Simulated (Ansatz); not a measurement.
Write a Python script for Ansatz 0.2.0 through its Python package that makes a rigid scan of one bond angle of CH₅FOSi, SMILES CO[SiH2]F. Level of theory (for the species named): PBE0, def2-SVP basis, multiplicity 1.

| atom | x (Å) | y (Å) | z (Å) |
| --- | --- | --- | --- |
| C | -0.2302 | 1.0725 | -0.6640 |
| O | -0.8705 | 0.0798 | 0.0937 |
| Si | 0.0977 | -1.1000 | 0.6864 |
| F | 1.1764 | -1.5725 | -0.4830 |
| H | 0.1819 | 0.7154 | -1.6074 |
| H | -1.0708 | 1.8283 | -0.9734 |
| H | 0.4870 | 1.6816 | -0.0890 |
| H | -0.6369 | -2.2308 | 1.1774 |
| H | 0.9538 | -0.5205 | 1.8422 |

The script, `ch5fosi.py`:
```python
'''Bending curve of CH5FOSi.'''

from dataclasses import dataclass

import ansatz as az
from ase import Atoms


@dataclass
class Settings:
    basis: str = 'def2-SVP'
    functional: str = 'pbe0'
    force_tol: float = 0.02


opts = Settings()

atoms = Atoms(['C', 'O', 'Si', 'F', 'H', 'H', 'H', 'H', 'H'], positions=[
    (-0.2302, 1.0725, -0.664),
    (-0.8705, 0.0798, 0.0937),
    (0.0977, -1.1, 0.6864),
    (1.1764, -1.5725, -0.483),
    (0.1819, 0.7154, -1.6074),
    (-1.0708, 1.8283, -0.9734),
    (0.487, 1.6816, -0.089),
    (-0.6369, -2.2308, 1.1774),
    (0.9538, -0.5205, 1.8422),
])

# relax first, so that the scan starts from a minimum
first = (
    az.Crystal.molecule_from_ase(atoms).calculation()
    .basis(gaussian=opts.basis)
    .functional(opts.functional)
    .relax(force_tolerance=opts.force_tol, max_steps=80)
)
atoms.positions = first.run().report['positions_ang']

rows = []
for angle in [85, 95, 105, 115, 125, 140, 160]:
    bent = atoms.copy()
    bent.set_angle(0, 1, 2, angle, indices=[2, 3, 7, 8])
    job = (
        az.Crystal.molecule_from_ase(bent).calculation()
        .basis(gaussian=opts.basis)
        .functional(opts.functional)
    )
    rows.append((angle, job.run().report['free_energy_ev']))
floor = min(e for _, e in rows)
for angle, e in rows:
    print(f'angle C0-O1-Si2 = {angle:3d} deg   {1000 * (e - floor):9.1f} meV')
```

```console
$ python ch5fosi.py
angle C0-O1-Si2 =  85 deg      1510.0 meV
angle C0-O1-Si2 =  95 deg       637.2 meV
angle C0-O1-Si2 = 105 deg       231.3 meV
angle C0-O1-Si2 = 115 deg        52.8 meV
angle C0-O1-Si2 = 125 deg         0.0 meV
angle C0-O1-Si2 = 140 deg        49.5 meV
angle C0-O1-Si2 = 160 deg       200.2 meV
```

The scan is rigid, and the energies are electronic, in a modest basis. The zero is the lowest point of the grid, which needn't be the minimum. It ran for 2.2 min on 1 thread of AMD EPYC (Zen 3) (shared host), peak memory 0.24 GiB.

(Lines on the test bed's own set-up are left out of the output.)
